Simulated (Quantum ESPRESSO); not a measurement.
Pt under changes of volume

One of the cells (15.291 Å³/atom); the others are scaled copies at fixed shape and fractional positions:

```
Pt
1.0
     0.00000    1.97000    1.97000
     1.97000    0.00000    1.97000
     1.97000    1.97000    0.00000
Pt
1
Cartesian
  0.0000 0.0000 0.0000
```

The cell was built by a generator and needn't be a form met in nature.

* Program: Quantum ESPRESSO 7.5
* Functional: PBEsol
* Potentials or basis: GBRV 1.5 PBEsol
* Cutoff: 612 eV
* Density cutoff: 4898 eV
* k mesh: 20 × 20 × 20
* Occupations: methfessel-paxton, width 0.2 eV
* Spin: no spin polarisation

```tsv
volume (Å³/atom)	energy over the lowest point (meV/atom)	pressure (GPa)
14.373	?	?
14.679	6.49	6.1
14.985	0.00	-0.3
15.291	4.86	-5.8
15.597	19.74	-10.7
15.902	43.35	-15.0
16.208	74.61	-18.7
```

**Question.** What does the run at 14.373 Å³/atom give?

**Answer.** Energy over the lowest point 25.92 meV/atom; pressure 13.3 GPa.

Worked out: A Birch-Murnaghan fit of order 3 (a polynomial in V^(-2/3)) to the other rows has its minimum at 15.00 Å³/atom with B0 = V·E''(V) = 290 GPa and B' = 5.4. It gives 26.02 meV/atom at 14.373 Å³/atom, against the run's 25.92, and -dE/dV = 13.9 GPa, against 13.3.

Energies are extrapolated to zero smearing.
